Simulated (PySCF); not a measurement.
# C7H11NS: the cost of one run

Computed with PySCF 2.14.0 and routines of our own; the level stands in each step. Atoms count from 0.

## (1) The system as given

20 atoms, charge 0, multiplicity 1; geometry from: GFN2-xTB.

## (2) Magnetic properties: GIAO B97-2/pcSseg-1

Job settings and geometry (Å):

```
{"job": {"kind": "mag", "xc": "B97-2", "basis": "pcSseg-1", "isotopologues": 0}, "charge": 0, "multiplicity": 1}
C      2.693094    -1.229909    -0.125648
S      0.967150    -1.508901     0.350002
C      0.372904     0.226905     0.514782
C     -0.766268     0.285060     1.543469
C     -2.072007     0.437345     0.743544
C     -1.684229     0.160131    -0.707784
C     -0.267239     0.739229    -0.786617
C      0.437790     0.362020    -1.981370
N      1.000323     0.071682    -2.933875
H      3.147094    -2.212066    -0.205850
H      2.736160    -0.723279    -1.084959
H      3.193719    -0.651996     0.647022
H      1.244042     0.813270     0.808918
H     -0.770243    -0.629441     2.134997
H     -0.622749     1.124145     2.224456
H     -2.844566    -0.245560     1.090842
H     -2.453658     1.455762     0.835250
H     -2.364404     0.614741    -1.426156
H     -1.638817    -0.914551    -0.892008
H     -0.313243     1.836093    -0.752050
```

With the program's defaults for keys left out, this is: GIAO B97-2/pcSseg-1 magnetisability, rotational g tensor and spin-rotation constants, non-relativistic, gas phase.

Launch:

```
$ OMP_NUM_THREADS=1 python excited_run.py task.json out
```

The driver reads the jobs from task.json and runs them one after another.

Q: Estimate the wall time and peak memory of this first job on 1 thread of Arm Neoverse V1, shared host.

About 59 s, with a peak of 1.1 GiB.
